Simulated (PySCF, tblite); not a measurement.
**C7H11ClSi2: geometry, infrared bands and NMR shifts**

Wanted: the infrared bands and NMR shifts of C7H11ClSi2 (`C#C[SiH2]/C=C/[Si@H](Cl)CC=C`), by calculation.

Computed with tblite 0.8.0 and PySCF 2.14.0, with density-fitted response routines of our own, on a single molecule in the gas phase. Atoms count from 0, in the outputs and in this text.

### Step 1. Starting geometry

21 atoms, charge 0, multiplicity 1; geometry from: force field or distance geometry start.

Bonds of the start (Å): C0–C1 1.23, C1–Si2 1.80, Si2–C3 1.83, C3–C4 1.32, C4–Si5 1.83, Si5–Cl6 2.10, Si5–C7 1.87, C7–C8 1.49, C8–C9 1.33, C0–H10 1.07, Si2–H11 1.47, Si2–H12 1.47, C3–H13 1.09, C4–H14 1.09, Si5–H15 1.48, C7–H16 1.11, C7–H17 1.10, C8–H18 1.09, C9–H19 1.09, C9–H20 1.10.

### Step 2. Relaxing the molecule with GFN2-xTB

The job: settings as JSON, then the geometry in Å.

```
{"job": {"kind": "relax", "xc": "GFN2-xTB", "basis": "xTB"}, "charge": 0, "multiplicity": 1}
C      4.548600    -1.361900     1.430200
C      4.035900    -0.411900     0.831800
Si     3.326700     0.991100    -0.044600
C      1.535800     0.699200    -0.287200
C      0.956100    -0.482900    -0.354000
Si    -0.836400    -0.733000    -0.595500
Cl    -1.441200    -0.480000    -2.591700
C     -1.892400     0.412200     0.431200
C     -3.192700     0.518100    -0.287000
C     -4.366300     0.172400     0.225900
H      4.993200    -2.183100     1.945900
H      4.015100     1.257400    -1.312500
H      3.483900     2.190700     0.794500
H      0.885800     1.573000    -0.359100
H      1.584400    -1.368500    -0.284900
H     -1.151400    -2.102300    -0.140400
H     -1.465300     1.434800     0.514300
H     -2.056200     0.027100     1.448800
H     -3.182100     0.923800    -1.298600
H     -4.489900    -0.233600     1.230100
H     -5.300500     0.286200    -0.350900
```

Command:

```sh
$ OMP_NUM_THREADS=1 python probes_run.py task.json out
```

This one command runs all jobs of the session in turn.

**Question.** This job is followed by: GFN2-xTB harmonic vibrations, gas phase; GIAO PBE0/pcSseg-1 NMR shielding, non-relativistic, gas phase. Predict these results of the whole session: strongest single infrared mode (GFN2-xTB); zero-point energy (GFN2-xTB); ¹³C shifts against TMS (PBE0/pcSseg-1); ¹H shifts against TMS (PBE0/pcSseg-1); ²⁹Si shifts against TMS (PBE0/pcSseg-1); ³⁵Cl shifts against HCl (PBE0/pcSseg-1).

The runs gave:

| quantity | value |
| --- | --- |
| strongest single infrared mode (GFN2-xTB) | 2206 cm⁻¹, 397 km/mol |
| zero-point energy (GFN2-xTB) | 91.4 kcal/mol |
| ¹³C shifts against TMS (PBE0/pcSseg-1) | 157.6, 152.5, 141.9, 121.4, 106.6, 84.2, 30.8 ppm |
| ¹H shifts against TMS (PBE0/pcSseg-1) | 7.41, 7.08, 6.36, 5.40, 5.34, 5.25, 4.81, 4.80, 2.03, 1.99, 1.91 ppm |
| ²⁹Si shifts against TMS (PBE0/pcSseg-1) | 2.7, -69.4 ppm |
| ³⁵Cl shifts against HCl (PBE0/pcSseg-1) | -58 ppm |

Over 243 steps the energy fell by 0.456 eV; of the close pairs, Si5–Cl6 changed most, 2.101 to 2.027 Å. All 57 modes are real, so the xTB geometry is a minimum. GFN2-xTB is a fitted tight-binding method: band positions and strengths are rough. Its intensities can rank the bands wrongly.
